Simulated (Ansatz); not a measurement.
# TiC: the cost of one run

Program: Ansatz 0.2.0. Level of theory: DFT PBEsol, scalar-relativistic, plane waves, PAW. These are calculated values, not measurements.

The COD entry's cell or inner coordinates are ideal or old and differ from later refinements, so a difference from it is no clean test against experiment.

1 further run of the same task is left out (it didn't finish).

## Step 1: The starting structure

Symmetry: Fm-3m, No. 225, cubic system. The conventional cell has a = 4.293 Å, b = 4.293 Å, c = 4.293 Å, α = 90.00°, β = 90.00°, γ = 90.00°. Around Ti (site symmetry m-3m) lie 6 C at 2.15 Å. C (site symmetry m-3m) is surrounded by 6 Ti at 2.15 Å.

Structure file:

```cif
data_structure
_symmetry_space_group_name_H-M 'P 1'
_symmetry_Int_Tables_number 1
_cell_length_a 3.0359
_cell_length_b 3.0359
_cell_length_c 3.0359
_cell_angle_alpha 60.000
_cell_angle_beta 60.000
_cell_angle_gamma 60.000
_cell_volume 19.78
loop_
_atom_site_label
_atom_site_type_symbol
_atom_site_fract_x
_atom_site_fract_y
_atom_site_fract_z
_atom_site_occupancy
Ti1 Ti 0.00000 0.00000 0.00000 1
C1 C 0.50000 0.50000 0.50000 1
```

It is the result of an earlier relaxation at this level (volume 9.89 Å³/atom; gap on the mesh: none (metal)).

## Step 2: Next: the zigzag chain

A free-standing chain of the crystal's atoms, periodic along c. Atoms and period relax; energies count from the bulk, -1361.2093 eV an atom.

The cell holds 1 Ti, 1 C: a = 9.900 Å, b = 9.300 Å, c = 3.478 Å, α = 90.00°, β = 90.00°, γ = 90.00°.

## Step 3: Relaxation

Pressure and volume refer to the whole cell with its vacuum; only the period along c may change.

input.yaml

```yaml
crystal:
  lattice:
    - [9.9, 0.0, 0.0]
    - [0.0, 9.3, 0.0]
    - [0.0, 0.0, 3.4776181492]
  atoms:
    - { symbol: Ti, position: [0.4560906799, 0.5, 0.0], spin: 1.5 }
    - { symbol: C, position: [0.5439093201, 0.5, 0.5], spin: 0.5 }
basis:
  ecutwfc: 420
kpoints:
  mp_grid: { grid: [1, 1, 19] }
hamiltonian:
  xc: pbesol
scf:
  occupations: { method: gaussian, width: 0.05 }
output:
  forces: true
  stress: true
  eigenvalues: true
  populations: true
  write_density: true
  write_potential: true
  elf: true
  volumetric_format: npy
magnetization:
  spin_polarized: true
relax:
  adjacent_minimum: "off"
  f_tol: 0.01
  max_steps: 45
  cell: { fix: [a, b, alpha, beta, gamma], stress_tol: 0.03 }
```

Run with:

```
ansatz run input.yaml --threads 2 --pin off --max-ram 5120MiB --backend cpu --events-out ev --progress --plain --runs-dir out
```

Q: Estimate wall time and peak memory on 2 threads of Intel Xeon 6975P-C (Granite Rapids), shared host.

About 32 s, with a peak of 0.6 GiB.
